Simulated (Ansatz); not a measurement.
Runs of Ansatz 0.2.0 on SiF. The structure is cubic, space group Pm-3m (No. 221). The conventional cell has a = 3.029 Å, b = 3.029 Å, c = 3.029 Å, α = 90.00°, β = 90.00°, γ = 90.00°. Around Si (site symmetry m-3m) lie 8 F at 2.62 Å. F (site symmetry m-3m) is surrounded by 8 Si at 2.62 Å. The cell was built by a generator and needn't be a form met in nature.

```tsv
level	gap on the mesh (eV)	pressure (GPa)	relaxed volume (Å³/atom)
PBEsol+D3(BJ)	none	0.0	13.22
PBEsol+D3(BJ)-ATM	none	0.0	13.24
PBEsol	none	0.0	13.26
PBEsol+D4	none	0.0	(a)
```

Alike in all rows: task relaxation of cell and atoms; potentials or basis Ansatz PAW; no spin polarisation; cell relaxed; k mesh 9 × 9 × 9; cutoff (eV) 420; smearing fermi-dirac 0.05 eV.

Question: Estimate the missing entries.

Answer: (a) 13.63.

Caveats: the plane-wave basis is chosen anew once the cell has moved, so the energies of steps on either side of that aren't comparable; an odd number of electrons without spin polarisation forces a metal; a magnetic or distorted state may lie lower; the PAW data sets come from PBE, with cores solved anew for the run's functional, which leaves a small shift of forces and pressure; pairwise dispersion overbinds metals, which lowers pressure and volume (some runs).

A gap of «none» marks a metal or a gap under the smearing width.
